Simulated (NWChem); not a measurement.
# AlH2Br (SMILES [AlH2][Br]): levels of theory compared

Aim: a comparison of 6 runs (HF/STO-3G, HF/3-21G, B3LYP/6-31G*, PBE/def2-TZVP, PBE0/def2-TZVP) of AlH2Br. 

The results are computed with NWChem 7.3.0.

**1. The structure to begin with**

AlH2Br has 4 atoms, charge 0, and is taken as a singlet. As SMILES, `[AlH2][Br]`. Geometry: relaxed at PBE0-D4/def2-TZVP.

Bond lengths: Al1–Br2 2.256 Å, Al1–H3 1.576 Å, Al1–H4 1.576 Å. Angles: Br2–Al1–H3 117.6°, Br2–Al1–H4 117.6°, H3–Al1–H4 124.9°.

**2. Energy and gradient at HF/STO-3G (run 1)**

albrh2.nw reads:

```
start albrh2
title "AlBrH2 gradient"
memory stack 880 mb heap 220 mb global 1100 mb
geometry units angstrom noautosym nocenter noautoz
Al      -0.148300      -0.064700      -0.110300
Br       1.684900       0.496600       1.079700
H       -0.561600      -1.584800      -0.139200
H       -0.919700       1.092700      -0.850400
end
basis spherical bse
* library STO-3G
end
scf
thresh 1e-08
maxiter 80
print medium
end
task scf gradient
```

Started as:

```bash
$ nwchem albrh2.nw > albrh2.out
```

The program printed:

```text
[...]
  functions       =    29
[...]
  wavefunction    = RHF
[...]
         Total SCF energy =  -2784.898937759147
      One-electron energy =  -4153.501133371433
      Two-electron energy =   1241.738857676259
 Nuclear repulsion energy =    126.863337936027
        Time for solution =      0.9s
[...]
                         RHF ENERGY GRADIENTS
    atom               coordinates                        gradient
                 x          y          z           x          y          z
   1 Al     -0.280246  -0.122265  -0.208437    0.013511   0.004132   0.008768
   2 Br      3.183999   0.938438   2.040337    0.020852   0.006385   0.013536
   3 H      -1.061270  -2.994838  -0.263050   -0.012019  -0.043857  -0.000900
   4 H      -1.737981   2.064904  -1.607023   -0.022344   0.033339  -0.021405
[...]
```

Wall time 2 s (1 thread of Intel Xeon Platinum 8252C at 3.80GHz (Skylake/Cascade Lake), shared host); peak memory 0.099 GiB.

**3. Energy and gradient at HF/3-21G (run 2)**

geom.nw reads:

```
start geom
title "AlBrH2 gradient"
memory stack 880 mb heap 220 mb global 1100 mb

geometry noautosym nocenter noautoz
   Al    -0.148300    -0.064700    -0.110300
   Br     1.684900     0.496600     1.079700
   H     -0.561600    -1.584800    -0.139200
   H     -0.919700     1.092700    -0.850400
end

basis spherical bse
   * library 3-21G
end

scf
   thresh 1e-08
   maxiter 80
   print medium
end

task scf gradient
```

Started as:

```bash
$ nwchem geom.nw > geom.out
```

The program printed:

```text
[...]
  functions       =    39
[...]
  wavefunction    = RHF
[...]
         Total SCF energy =  -2801.835512936732
      One-electron energy =  -4160.474190566063
      Two-electron energy =   1231.775339693304
 Nuclear repulsion energy =    126.863337936027
        Time for solution =      1.3s
[...]
                         RHF ENERGY GRADIENTS
    atom               coordinates                        gradient
                 x          y          z           x          y          z
   1 Al     -0.280246  -0.122265  -0.208437    0.016753   0.005126   0.010874
   2 Br      3.183999   0.938438   2.040337   -0.019035  -0.005827  -0.012356
   3 H      -1.061270  -2.994838  -0.263050    0.000809   0.002832   0.000082
   4 H      -1.737981   2.064904  -1.607023    0.001473  -0.002131   0.001400
[...]
```

Wall time 2.4 s (1 thread of Intel Xeon Platinum 8252C at 3.80GHz (Skylake/Cascade Lake), shared host); peak memory 0.1 GiB.

Runs 3 to 5 aren't shown in full; the table further down has their settings and results.

**4. Energy and gradient at PBE0/def2-TZVP (run 6)**

nw.nw reads:

```
start nw
memory 2200 mb

geometry units angstrom noautosym nocenter noautoz
  Al      -0.148300      -0.064700      -0.110300
  Br       1.684900       0.496600       1.079700
  H       -0.561600      -1.584800      -0.139200
  H       -0.919700       1.092700      -0.850400
end

basis "ao basis" spherical bse
  * library def2-TZVP
end

dft
  xc pbe0
  mult 1
  grid fine
  convergence energy 1e-08
  maxiter 100
  mulliken
end

task dft gradient
```

Started as:

```bash
$ nwchem nw.nw > nw.out
```

The program printed:

```text
[...]
          Wavefunction type:  closed shell.
          No. of atoms     :     4
          No. of electrons :    50
[...]
          Charge           :     0
          Spin multiplicity:     1
[...]
          AO basis - number of functions:    97
[...]
              XC Information
              --------------
                         PBE0 Method XC Functional
                     Hartree-Fock (Exact) Exchange  0.250
          PerdewBurkeErnzerhof Exchange Functional  0.750
            Perdew 1991 LDA Correlation Functional  1.000 local
           PerdewBurkeErnz. Correlation Functional  1.000 non-local
[...]
 d= 0,ls=0.0,diis     1  -2817.3969324607 -2.94D+03  5.54D-03  5.75D-01     3.9
[...]
 d= 0,ls=0.0,diis     8  -2817.4256991177 -4.21D-10  4.70D-07  5.86D-09    21.5
         Total DFT energy =    -2817.425699117689
      One electron energy =    -4173.989236152508
           Coulomb energy =     1340.033500309584
    Exchange-Corr. energy =     -110.333301210791
 Nuclear repulsion energy =      126.863337936027
[...]
      Total Density - Mulliken Population Analysis
     ---------------------------------------------
    Atom       Charge   Shell Charges
 -----------   ------   -------------------------------------------------------
    1 Al  13    12.58   2.00  0.64  1.34  0.88  0.23  2.94  2.22  0.87  0.96  0.24  0.12  0.12  0.04
    2 Br  35    35.26   2.00  2.01  1.16  0.78  1.04  0.94  6.00  5.93  1.33  2.76  1.29  8.95  1.01  0.03  0.03  0.00
    3 H    1     1.08   0.23  0.54  0.31  0.00
    4 H    1     1.08   0.23  0.54  0.31  0.00
[...]
  wavefunction    = closed shell
                         DFT ENERGY GRADIENTS
    atom               coordinates                        gradient
                 x          y          z           x          y          z
   1 Al     -0.280246  -0.122265  -0.208437    0.000026   0.000005   0.000016
   2 Br      3.183999   0.938438   2.040337   -0.000079  -0.000024  -0.000051
   3 H      -1.061270  -2.994838  -0.263050    0.000020   0.000060   0.000004
   4 H      -1.737981   2.064904  -1.607023    0.000033  -0.000042   0.000031
[...]
```

It took 33 s on 1 thread of Intel Xeon Platinum 8252C at 3.80GHz (Skylake/Cascade Lake), shared host; peak memory 0.13 GiB.

**5. The series**

```csv
run,level,iteration cap,module,energy (Eh),dipole moment (D),HOMO energy (eV),LUMO energy (eV),wall time
1,HF/STO-3G,80,scf,-2784.898938,2.66,-7.67,7.88,2 s
2,HF/3-21G,80,scf,-2801.835513,2.19,-10.84,0.81,2.4 s
3,B3LYP/6-31G* (spherical functions),100,dft,-2817.559150,1.45,-7.95,-1.95,15 s
4,B3LYP/6-31G* (Cartesian functions),100,dft,-2817.569094,1.44,-7.95,-1.95,15 s
5,PBE/def2-TZVP,100,dft,-2817.308954,1.07,-7.03,-2.50,37 s
6,PBE0/def2-TZVP,100,dft,-2817.425699,1.20,-8.28,-1.75,33 s
```

**6. Summary of results**

| quantity | value |
| --- | --- |
| run 6: total energy | -2817.42570 Eh |
| run 6: dipole moment | 1.20 D |
| run 6: HOMO energy | -8.28 eV |
| run 6: LUMO energy | -1.75 eV |
| run 6: HOMO–LUMO gap | 6.53 eV |
| run 6: largest force on an atom | 0.005 eV/Å |

The dipole moment (its size) runs from 1.07 D (PBE/def2-TZVP) to 2.66 D (HF/STO-3G). The two ends differ in method and basis. The HOMO–LUMO gap runs from 4.53 eV (PBE/def2-TZVP) to 15.55 eV (HF/STO-3G). Totals of different functionals can't be ranked against each other. In run 1 the basis is minimal, so the values are rough. All runs together took 1.7 min, the longest 37 s.
